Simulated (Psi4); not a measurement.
# Si2H4F2 (SMILES F[SiH2][SiH2]F) at CCSD/6-31G(d) (spherical functions)

What is the vertical singlet–triplet gap of Si2H4F2 at CCSD/6-31G* (spherical functions)? 

Program for the calculation: Psi4 1.11.

### Step 1. The molecule

Si2H4F2 has 8 atoms, charge 0, and is taken as a singlet. SMILES: `F[SiH2][SiH2]F`. Geometry: relaxed at PBE0-D4/def2-TZVP. This is one conformer, not always the lowest.

Bond lengths: F1–Si2 1.605 Å, Si2–Si3 2.350 Å, Si3–F4 1.605 Å, Si2–H5 1.485 Å, Si2–H6 1.487 Å, Si3–H7 1.487 Å, Si3–H8 1.485 Å. Some angles: F1–Si2–Si3 110.4°, Si2–Si3–F4 110.4°, F1–Si2–H5 108.0°, F1–Si2–H6 108.1°, Si3–Si2–H5 111.7°, Si3–Si2–H6 109.2°, Si2–Si3–H7 109.2°, Si2–Si3–H8 111.7°, F4–Si3–H7 108.1°, F4–Si3–H8 108.0°.

### Step 2. The energy at CCSD/6-31G(d) (spherical functions)

Input file job.json:

```json
{
 "schema_name": "qcschema_input",
 "schema_version": 1,
 "molecule": {
  "schema_name": "qcschema_molecule",
  "schema_version": 2,
  "symbols": ["F", "Si", "Si", "F", "H", "H", "H", "H"],
  "geometry": [-3.65624211, 2.27863176, -0.51872982, -0.67614401, 2.13180004, 0.0234326, 0.67765579, -2.09684011, 0.08333692, 0.53101304, -3.29190291, -2.70004069, 0.64269585, 3.61731375, -1.95964599, -0.18859467, 3.29511544, 2.53525657, 3.35388593, -2.19964121, 0.93617032, -0.90158833, -3.66965916, 1.78919269],
  "molecular_charge": 0,
  "molecular_multiplicity": 1,
  "fix_symmetry": "c1"
 },
 "driver": "energy",
 "model": {
  "method": "ccsd",
  "basis": "6-31G*"
 },
 "keywords": {
  "puream": true,
  "e_convergence": 1e-09,
  "d_convergence": 1e-08,
  "scf_type": "pk",
  "num_frozen_docc": 12
 }
}
```

Command:

```console
$ psi4 --qcschema job.json -n 1 --memory 2200MB
```

stdout (excerpt; [...] marks lines left out):

```text
[...]
  Running in c1 symmetry.
[...]
  Nuclear repulsion =  221.605032025805230
[...]
  Multiplicity = 1
[...]
  Nalpha       = 25
  Nbeta        = 25
[...]
    Number of basis functions: 72
[...]
   @RHF iter   1:  -779.06072964222369   -1.00559e+00   5.63519e-03 DIIS/ADIIS
[...]
   @RHF iter  10:  -779.14077017848808   -2.95586e-12   5.95406e-09 DIIS
[...]
    Orbital Energies [Eh]
    ---------------------
    Doubly Occupied:
       1A    -68.808804     2A    -68.808787     3A    -26.285045
       4A    -26.285030     5A     -6.167494     6A     -6.167359
       7A     -4.274118     8A     -4.274039     9A     -4.272686
      10A     -4.272682    11A     -4.272653    12A     -4.272033
      13A     -1.581337    14A     -1.580821    15A     -0.791446
      16A     -0.750474    17A     -0.667644    18A     -0.665475
      19A     -0.662391    20A     -0.658651    21A     -0.646364
      22A     -0.601061    23A     -0.496768    24A     -0.490418
      25A     -0.417075
[...]
  @RHF Final Energy:  -779.14077017848808
   => Energetics <=
    Nuclear Repulsion Energy =            221.6050320258052295
    One-Electron Energy =               -1525.1502918044725448
    Two-Electron Energy =                 524.4044896001792040
    Total Energy =                       -779.1407701784880828
[...]
 Multipole Moments:
 ------------------------------------------------------------------------------------
     Multipole            Electronic (a.u.)      Nuclear  (a.u.)        Total (a.u.)
 ------------------------------------------------------------------------------------
 L = 1.  Multiply by 2.5417464519 to convert [e a0] to [Debye]
 Dipole X            :         -3.0213147            3.5828033            0.5614886
 Dipole Y            :         -1.0127485            1.2010570            0.1883085
 Dipole Z            :         -3.2129387            3.8103377            0.5973990
 Magnitude           :                                                    0.8411986
[...]
      * MP2 total energy                      = -779.636982923054006
[...]
      * CCSD total energy                     = -779.668764225031055
[...]
```

The result, in JSON:

```text
{
 "driver": "energy",
 "model": {
  "method": "ccsd",
  "basis": "6-31G*"
 },
 "success": true,
 "return_result": -779.668764225031,
 "properties": {
  "calcinfo_nbasis": 72,
  "calcinfo_nmo": 72,
  "calcinfo_nalpha": 25,
  "calcinfo_nbeta": 25,
  "calcinfo_natom": 8,
  "nuclear_repulsion_energy": 221.60503202580523,
  "return_energy": -779.668764225031,
  "scf_one_electron_energy": -1525.1502918044725,
  "scf_two_electron_energy": 524.4044896001792,
  "scf_dipole_moment": [0.561488583108968, 0.18830854516303752, 0.5973989704803064],
  "scf_total_energy": -779.1407701784881,
  "scf_iterations": 10,
  "mp2_same_spin_correlation_energy": -0.12422094487237728,
  "mp2_opposite_spin_correlation_energy": -0.37199179969164586,
  "mp2_singles_energy": -3.323171338954923e-28,
  "mp2_doubles_energy": -0.49621274456402314,
  "mp2_correlation_energy": -0.49621274456402314,
  "mp2_total_energy": -779.636982923054,
  "ccsd_same_spin_correlation_energy": -0.11299663135900617,
  "ccsd_opposite_spin_correlation_energy": -0.4149974151820429,
  "ccsd_singles_energy": 0.0,
  "ccsd_doubles_energy": -0.5279940465410491,
  "ccsd_correlation_energy": -0.527994046541049,
  "ccsd_total_energy": -779.668764225031,
  "ccsd_iterations": 16
 }
}
```

It took 13 s on 1 thread of AMD EPYC 7B13 (Zen 3), shared host; peak memory 0.36 GiB.

### Step 3. The triplet at the same level

Input file f2h4si2.xyz:

```xyz
8
F2H4Si2
F     -1.934800     1.205800    -0.274500
Si    -0.357800     1.128100     0.012400
Si     0.358600    -1.109600     0.044100
F      0.281000    -1.742000    -1.428800
H      0.340100     1.914200    -1.037000
H     -0.099800     1.743700     1.341600
H      1.774800    -1.164000     0.495400
H     -0.477100    -1.941900     0.946800
```

Input file f2h4si2_ase.py:

```python
import numpy as np
from ase.calculators.psi4 import Psi4
from ase.io import read

atoms = read('f2h4si2.xyz')
calc = Psi4(atoms=atoms, method='ccsd', basis='6-31G*', memory='2200MB', num_threads=1, charge=0, multiplicity=3, label='calc', reference='uhf')
calc.psi4.set_options({'puream': True, 'e_convergence': 1e-09, 'd_convergence': 1e-08, 'scf_type': 'pk', 'num_frozen_docc': 12, 'maxiter': 100})
atoms.calc = calc

print(f'energy: {atoms.get_potential_energy():.6f} eV')
```

Command:

```console
$ python f2h4si2_ase.py
```

calc.dat (excerpt; [...] marks lines left out):

```text
[...]
  Running in c1 symmetry.
[...]
  Nuclear repulsion =  221.605031983874795
[...]
  Multiplicity = 3
[...]
  Nalpha       = 26
  Nbeta        = 24
[...]
    Number of basis functions: 72
[...]
   @UHF iter   1:  -778.80693859401276   -7.51799e-01   5.87424e-03 DIIS/ADIIS
[...]
   @UHF iter  16:  -778.90923141502469   -1.02318e-12   6.17356e-09 DIIS
[...]
   @S^2 Observed:                2.005672596E+00
[...]
    Orbital Energies [Eh]
    ---------------------
    Alpha Occupied:
       1A    -68.857951     2A    -68.857924     3A    -26.298147
       4A    -26.298119     5A     -6.212853     6A     -6.212668
       7A     -4.324721     8A     -4.323870     9A     -4.318551
      10A     -4.318498    11A     -4.315643    12A     -4.315618
      13A     -1.598606    14A     -1.597955    15A     -0.851409
      16A     -0.770731    17A     -0.691419    18A     -0.686866
      19A     -0.680024    20A     -0.675187    21A     -0.671060
      22A     -0.626608    23A     -0.525940    24A     -0.521910
      25A     -0.501370    26A     -0.168956
    Alpha Virtual:
[...]
  @UHF Final Energy:  -778.90923141502469
   => Energetics <=
    Nuclear Repulsion Energy =            221.6050319838747953
    One-Electron Energy =               -1523.6742393913418709
    Two-Electron Energy =                 523.1599759924423552
    Total Energy =                       -778.9092314150246921
  UHF NO Occupations:
  HONO-2 :   24  A 1.9988054
  HONO-1 :   25  A 1.0000000
[...]
 Multipole Moments:
 ------------------------------------------------------------------------------------
     Multipole            Electronic (a.u.)      Nuclear  (a.u.)        Total (a.u.)
 ------------------------------------------------------------------------------------
 L = 1.  Multiply by 2.5417464519 to convert [e a0] to [Debye]
 Dipole X            :         -2.9050826            3.5828033            0.6777207
 Dipole Y            :         -0.9735588            1.2010570            0.2274982
 Dipole Z            :         -3.0893155            3.8103377            0.7210222
 Magnitude           :                                                    1.0153491
[...]
      * MP2 total energy                      = -779.410869053163310
[...]
      * CCSD total energy                     = -779.443615477361504
```

Standard output:

```text
energy: -21209.741105 eV
```

Wall time 32 s (1 thread of AMD EPYC 7B13 (Zen 3), shared host); peak memory 0.38 GiB.

### Step 4. Outcome

Level: CCSD/6-31G* (spherical functions), 12 core orbitals frozen.

```
                                                           quantity          value
                                              singlet: total energy  -779.66876 Eh
                       singlet: HOMO energy (Hartree–Fock orbitals)      -11.35 eV
                       singlet: LUMO energy (Hartree–Fock orbitals)        2.67 eV
                     singlet: HOMO–LUMO gap (Hartree–Fock orbitals)       14.02 eV
              singlet: correlation energy (12 core orbitals frozen)     -528.0 mEh
                                             singlet: T1 diagnostic          0.013
                                              triplet: total energy  -779.44362 Eh
triplet: HOMO energy (Hartree–Fock orbitals) (highest over α and β)       -4.60 eV
 triplet: LUMO energy (Hartree–Fock orbitals) (lowest over α and β)       -2.74 eV
              triplet: correlation energy (12 core orbitals frozen)     -534.4 mEh
                         triplet: ⟨S²⟩ of the reference determinant          2.006
                                             triplet: T1 diagnostic          0.030
                   vertical energy of the triplet above the singlet       6.127 eV
```

What this shows: At this shape the triplet lies 6.13 eV (591 kJ/mol) above the singlet.
